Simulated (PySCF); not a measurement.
# C2H4O2Si: the cost of one run

Computed with PySCF 2.14.0, with density-fitted response routines of our own, on a single molecule in the gas phase. Atoms count from 0, in the outputs and in this text.

## 1. Starting geometry

9 atoms, charge 0, multiplicity 1; geometry from: GFN2-xTB. The atoms were then displaced at random by about 0.01 Å, so the start is not that level's minimum.

Bonds of the start (Å): O0–C1 1.21, C1–Si2 1.92, Si2–C3 1.97, C3–O4 1.19, C1–H5 1.11, Si2–H6 1.45, Si2–H7 1.46, C3–H8 1.12.

## 2. Geometry optimisation at PBE0-D3(BJ)/def2-SVP

Job settings and geometry (Å):

```
{"job": {"xc": "PBE0", "basis": "def2-SVP", "d3": "d3bj", "grid": 1, "shake": 0.01, "kind": "geom"}, "charge": 0, "multiplicity": 1}
O     -1.769040    -1.299980     0.908810
C     -1.404410    -0.685150    -0.068340
Si    -0.168860     0.778690     0.014850
C      1.587950    -0.111290     0.015620
O      2.291810    -0.159140    -0.939070
H     -1.753190    -0.989800    -1.074990
H     -0.291390     1.607400    -1.166350
H     -0.276160     1.471250     1.298400
H      1.841090    -0.629130     0.977350
```

On the command line:

```
> OMP_NUM_THREADS=1 python probes_run.py task.json out
```

The driver reads the jobs from task.json and runs them one after another.

**Question.** How long does this first job take on 1 thread of Arm Neoverse V1, shared host, and how much memory does it need?

About 28 s, with a peak of 0.39 GiB.
